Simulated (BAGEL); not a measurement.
# HF/3-21G (density fitting with cc-pvqz-jkfit) run of Si5H10 (SMILES [SiH2]1[SiH2][SiH2][SiH2][SiH2]1)

What is the vertical ionisation energy of Si5H10 at HF/3-21G (density fitting with cc-pvqz-jkfit)? 

The calculation is run with BAGEL 1.2.2.

4 further runs of the same task are left out: 2 that didn't finish, 2 set aside as unsound or not needed.

### Step 1. The system as given

The species is Si5H10 (15 atoms), meant as a singlet with charge 0. SMILES: `[SiH2]1[SiH2][SiH2][SiH2][SiH2]1`. The coordinates come from a PBE0-D4/def2-TZVP relaxation. This is one conformer, not always the lowest.

Bond lengths: Si1–Si2 2.341 Å, Si2–Si3 2.341 Å, Si3–Si4 2.346 Å, Si1–Si5 2.350 Å, Si4–Si5 2.358 Å, Si1–H6 1.491 Å, Si1–H7 1.489 Å, Si2–H8 1.488 Å, Si2–H9 1.491 Å, Si3–H10 1.489 Å, Si3–H11 1.491 Å, Si4–H12 1.490 Å, Si4–H13 1.489 Å, Si5–H14 1.489 Å, Si5–H15 1.490 Å. Some angles: Si1–Si2–Si3 100.9°, Si2–Si1–Si5 103.6°, Si2–Si3–Si4 102.6°, Si3–Si4–Si5 105.3°, Si1–Si5–Si4 105.6°, Si1–Si2–H8 114.0°, Si1–Si2–H9 109.3°, Si3–Si2–H8 114.3°, Si3–Si2–H9 109.1°, Si2–Si1–H6 108.2°.

### Step 2. The energy at HF/3-21G (density fitting with cc-pvqz-jkfit)

Contents of input.json:

```json
{ "bagel" : [

{
  "title" : "molecule",
  "basis" : "3-21g",
  "df_basis" : "cc-pvqz-jkfit",
  "angstrom" : "true",
  "geometry" : [
    { "atom" : "Si", "xyz" : [   -1.084060,    1.459050,    0.707660 ] },
    { "atom" : "Si", "xyz" : [   -0.059090,   -0.250640,    1.935200 ] },
    { "atom" : "Si", "xyz" : [    1.685310,   -0.847370,    0.493250 ] },
    { "atom" : "Si", "xyz" : [    0.606660,   -0.977730,   -1.585910 ] },
    { "atom" : "Si", "xyz" : [   -1.132210,    0.611030,   -1.483210 ] },
    { "atom" : "H", "xyz" : [   -0.194180,    2.654660,    0.740620 ] },
    { "atom" : "H", "xyz" : [   -2.428560,    1.852980,    1.210560 ] },
    { "atom" : "H", "xyz" : [    0.385250,    0.161940,    3.294480 ] },
    { "atom" : "H", "xyz" : [   -1.000910,   -1.399120,    2.063570 ] },
    { "atom" : "H", "xyz" : [    2.395090,   -2.100510,    0.869400 ] },
    { "atom" : "H", "xyz" : [    2.671440,    0.270290,    0.461680 ] },
    { "atom" : "H", "xyz" : [    0.014450,   -2.335600,   -1.746080 ] },
    { "atom" : "H", "xyz" : [    1.530020,   -0.729740,   -2.727130 ] },
    { "atom" : "H", "xyz" : [   -0.952370,    1.690690,   -2.492650 ] },
    { "atom" : "H", "xyz" : [   -2.436840,   -0.059940,   -1.741430 ] }
  ]
},
{
  "title" : "hf"
},
{
  "title" : "print",
  "file" : "orbitals.molden",
  "orbitals" : "true"
}

]}
```

Command:

```
$ BAGEL_NUM_THREADS=1 BAGEL input.json > input.out
```

Standard output:

```text
* using 1 threads per process

  ===============================================================
  ===============================================================

  *** Geometry ***

  { "atom" : "Si", "xyz" : [     -2.048577,      2.757205,      1.337284 ] },
  { "atom" : "Si", "xyz" : [     -0.111664,     -0.473641,      3.656998 ] },
  { "atom" : "Si", "xyz" : [      3.184774,     -1.601297,      0.932107 ] },
  { "atom" : "Si", "xyz" : [      1.146421,     -1.847642,     -2.996936 ] },
  { "atom" : "Si", "xyz" : [     -2.139567,      1.154679,     -2.802861 ] },
  { "atom" : "H", "xyz" : [     -0.366947,      5.016580,      1.399569 ] },
  { "atom" : "H", "xyz" : [     -4.589313,      3.501625,      2.287627 ] },
  { "atom" : "H", "xyz" : [      0.728017,      0.306022,      6.225665 ] },
  { "atom" : "H", "xyz" : [     -1.891446,     -2.643954,      3.899582 ] },
  { "atom" : "H", "xyz" : [      4.526064,     -3.969389,      1.642928 ] },
  { "atom" : "H", "xyz" : [      5.048290,      0.510774,      0.872449 ] },
  { "atom" : "H", "xyz" : [      0.027307,     -4.413644,     -3.299613 ] },
  { "atom" : "H", "xyz" : [      2.891319,     -1.379009,     -5.153529 ] },
  { "atom" : "H", "xyz" : [     -1.799718,      3.194941,     -4.710426 ] },
  { "atom" : "H", "xyz" : [     -4.604960,     -0.113270,     -3.290826 ] },

  Number of auxiliary basis functions:     1250

  Since a DF basis is specified, we compute 2- and 3-index integrals:
    o Being stored without compression. Storage requirement is 0.072 GB

  Number of basis functions:       85
  Number of electrons      :       80

    * METHOD: MOLECULE                             1.11

  *** RHF ***

  === Nuclear Repulsion ===
   495.9013378908

      * DIIS with orbital gradients will be used.

  === RHF iteration (3-21g) ===
      0      -1442.72406371          0.00576540           0.29
      1      -1442.77660459          0.00171098           0.29
      2      -1442.78017319          0.00038420           0.29
      3      -1442.78044646          0.00003312           0.29
      4      -1442.78044919          0.00000314           0.29
      5      -1442.78044922          0.00000043           0.29
      6      -1442.78044922          0.00000010           0.29
      7      -1442.78044922          0.00000004           0.29
      8      -1442.78044922          0.00000001           0.29
    * SCF iteration converged.

    * Permanent dipole moment:
           (   -0.012610,     0.004264,    -0.050382) a.u.

    * METHOD: HF                                   3.06

    * METHOD: PRINT                                0.01

  ===============================================================
```

It took 4.5 s on 1 thread of AMD EPYC 9R45 (Zen 5), shared host; peak memory 0.35 GiB.

### Step 3. The doublet cation, same level

Contents of hf.json:

```json
{ "bagel" : [

{
  "title" : "molecule",
  "basis" : "3-21g",
  "df_basis" : "cc-pvqz-jkfit",
  "angstrom" : "true",
  "geometry" : [
    { "atom" : "Si", "xyz" : [   -1.084060,    1.459050,    0.707660 ] },
    { "atom" : "Si", "xyz" : [   -0.059090,   -0.250640,    1.935200 ] },
    { "atom" : "Si", "xyz" : [    1.685310,   -0.847370,    0.493250 ] },
    { "atom" : "Si", "xyz" : [    0.606660,   -0.977730,   -1.585910 ] },
    { "atom" : "Si", "xyz" : [   -1.132210,    0.611030,   -1.483210 ] },
    { "atom" : "H", "xyz" : [   -0.194180,    2.654660,    0.740620 ] },
    { "atom" : "H", "xyz" : [   -2.428560,    1.852980,    1.210560 ] },
    { "atom" : "H", "xyz" : [    0.385250,    0.161940,    3.294480 ] },
    { "atom" : "H", "xyz" : [   -1.000910,   -1.399120,    2.063570 ] },
    { "atom" : "H", "xyz" : [    2.395090,   -2.100510,    0.869400 ] },
    { "atom" : "H", "xyz" : [    2.671440,    0.270290,    0.461680 ] },
    { "atom" : "H", "xyz" : [    0.014450,   -2.335600,   -1.746080 ] },
    { "atom" : "H", "xyz" : [    1.530020,   -0.729740,   -2.727130 ] },
    { "atom" : "H", "xyz" : [   -0.952370,    1.690690,   -2.492650 ] },
    { "atom" : "H", "xyz" : [   -2.436840,   -0.059940,   -1.741430 ] }
  ]
},
{
  "title" : "uhf",
  "charge" : 1,
  "nopen" : 1
},
{
  "title" : "print",
  "file" : "orbitals.molden",
  "orbitals" : "true"
}

]}
```

Command:

```
$ BAGEL_NUM_THREADS=1 BAGEL hf.json > hf.out
```

Standard output:

```text
* using 1 threads per process

  ===============================================================
  ===============================================================

  *** Geometry ***

  { "atom" : "Si", "xyz" : [     -2.048577,      2.757205,      1.337284 ] },
  { "atom" : "Si", "xyz" : [     -0.111664,     -0.473641,      3.656998 ] },
  { "atom" : "Si", "xyz" : [      3.184774,     -1.601297,      0.932107 ] },
  { "atom" : "Si", "xyz" : [      1.146421,     -1.847642,     -2.996936 ] },
  { "atom" : "Si", "xyz" : [     -2.139567,      1.154679,     -2.802861 ] },
  { "atom" : "H", "xyz" : [     -0.366947,      5.016580,      1.399569 ] },
  { "atom" : "H", "xyz" : [     -4.589313,      3.501625,      2.287627 ] },
  { "atom" : "H", "xyz" : [      0.728017,      0.306022,      6.225665 ] },
  { "atom" : "H", "xyz" : [     -1.891446,     -2.643954,      3.899582 ] },
  { "atom" : "H", "xyz" : [      4.526064,     -3.969389,      1.642928 ] },
  { "atom" : "H", "xyz" : [      5.048290,      0.510774,      0.872449 ] },
  { "atom" : "H", "xyz" : [      0.027307,     -4.413644,     -3.299613 ] },
  { "atom" : "H", "xyz" : [      2.891319,     -1.379009,     -5.153529 ] },
  { "atom" : "H", "xyz" : [     -1.799718,      3.194941,     -4.710426 ] },
  { "atom" : "H", "xyz" : [     -4.604960,     -0.113270,     -3.290826 ] },

  Number of auxiliary basis functions:     1250

  Since a DF basis is specified, we compute 2- and 3-index integrals:
    o Being stored without compression. Storage requirement is 0.072 GB

  Number of basis functions:       85
  Number of electrons      :       80

    * METHOD: MOLECULE                             1.10

  *** Open-shell HF ***

  === Nuclear Repulsion ===
   495.9013378908

      * DIIS with orbital gradients will be used.

  === UHF iteration (3-21g) ===
      0      -1442.33810075          0.01433246           0.58
      1      -1442.43094671          0.00493253           0.56
      2      -1442.43896424          0.00132955           0.56
      3      -1442.44021381          0.00065909           0.54
      4      -1442.44090243          0.00045548           0.55
      5      -1442.44162404          0.00025134           0.55
      6      -1442.44189488          0.00011804           0.56
      7      -1442.44194884          0.00005833           0.55
      8      -1442.44196684          0.00001936           0.55
      9      -1442.44196944          0.00000981           0.55
     10      -1442.44197029          0.00000490           0.55
     11      -1442.44197051          0.00000304           0.56
     12      -1442.44197056          0.00000255           0.55
     13      -1442.44197058          0.00000235           0.56
     14      -1442.44197060          0.00000225           0.56
     15      -1442.44197063          0.00000215           0.54
     16      -1442.44197070          0.00000191           0.54
     17      -1442.44197079          0.00000162           0.55
     18      -1442.44197089          0.00000125           0.55
     19      -1442.44197095          0.00000087           0.55
     20      -1442.44197098          0.00000047           0.54
     21      -1442.44197099          0.00000021           0.54
     22      -1442.44197099          0.00000012           0.55
     23      -1442.44197099          0.00000008           0.55
     24      -1442.44197099          0.00000006           0.54
     25      -1442.44197099          0.00000004           0.55
     26      -1442.44197099          0.00000003           0.54
     27      -1442.44197099          0.00000003           0.54
     28      -1442.44197099          0.00000002           0.55
     29      -1442.44197099          0.00000002           0.55
     30      -1442.44197099          0.00000002           0.54
     31      -1442.44197099          0.00000002           0.55
     32      -1442.44197099          0.00000001           0.55
     33      -1442.44197099          0.00000001           0.55
    * SCF iteration converged.

    * S^2 (UHF) is 0.7675

    * Permanent dipole moment:
           (   -0.269041,     0.071477,    -0.907699) a.u.

    * METHOD: UHF                                 19.13

    * METHOD: PRINT                                0.01

  ===============================================================
```

It took 20 s on 1 thread of AMD EPYC 9R45 (Zen 5), shared host; peak memory 0.35 GiB.

### Step 4. Summary of results

At HF/3-21G (density fitting with cc-pvqz-jkfit):

```
                                          quantity           value
                      singlet Si5H10: total energy  -1442.78045 Eh
                     singlet Si5H10: dipole moment          0.13 D
                       singlet Si5H10: HOMO energy       -10.01 eV
                       singlet Si5H10: LUMO energy         2.63 eV
                     singlet Si5H10: HOMO–LUMO gap        12.63 eV
                      doublet cation: total energy  -1442.44197 Eh
                              doublet cation: ⟨S²⟩           0.767
vertical ionisation energy (to the doublet cation)        9.210 eV
```

What this shows: The vertical ionisation energy comes to 9.21 eV (212 kcal/mol). −ε(HOMO) before ionisation, 10.01 eV, is 0.80 eV above this ionisation energy.
